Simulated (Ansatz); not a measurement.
# PtW2: the cost of one run

Program: Ansatz 0.2.0. Level of theory: DFT PBE, scalar-relativistic, plane waves, PAW. These are calculated values, not measurements.

## 1. The structure to begin with

The structure is trigonal, space group R-3m (No. 166). Conventional cell: a = 3.343 Å, b = 3.343 Å, c = 15.146 Å, α = 90.00°, β = 90.00°, γ = 120.00°. Around Pt (site symmetry -3m) lie 6 W at 2.31 Å. W (site symmetry 3m) is surrounded by 3 Pt at 2.31 Å.

Structure file:

```cif
data_structure
_symmetry_space_group_name_H-M 'P 1'
_symmetry_Int_Tables_number 1
_cell_length_a 5.4050
_cell_length_b 5.4050
_cell_length_c 5.4050
_cell_angle_alpha 36.030
_cell_angle_beta 36.030
_cell_angle_gamma 36.030
_cell_volume 48.87
loop_
_atom_site_label
_atom_site_type_symbol
_atom_site_fract_x
_atom_site_fract_y
_atom_site_fract_z
_atom_site_occupancy
Pt1 Pt 0.00000 0.00000 0.00000 1
W1 W 0.75000 0.75000 0.75000 1
W2 W 0.25000 0.25000 0.25000 1
```

(A quick probe on a coarse mesh, which set the mesh and smearing, is not shown.)

## 3. A loose first relaxation

input.yaml reads:

```yaml
crystal:
  lattice:
    - [1.6715774424, 0.9650856863, 5.048591487]
    - [-1.6715774424, 0.9650856863, 5.048591487]
    - [0.0, -1.9301713726, 5.048591487]
  atoms:
    - { symbol: Pt, position: [0.0, 0.0, 0.0] }
    - { symbol: W, position: [0.75, 0.75, 0.75] }
    - { symbol: W, position: [0.25, 0.25, 0.25] }
basis:
  ecutwfc: 420
kpoints:
  mp_grid: { grid: [6, 6, 6] }
hamiltonian:
  xc: pbe
scf:
  occupations: { method: gaussian, width: 0.1 }
  lower_state_search: "off"
output:
  forces: true
  stress: true
  eigenvalues: true
relax:
  adjacent_minimum: "off"
  f_tol: 0.04
  max_steps: 70
  cell: { stress_tol: 0.4 }
```

Command:

```bash
ansatz run input.yaml --threads 1 --pin off --max-ram 2560MiB --backend cpu --events-out ev --progress --plain --runs-dir out
```

What time and memory should one allow on 1 thread of Intel Xeon 6975P-C (Granite Rapids), shared host?

About 22 s, with a peak of 0.41 GiB.
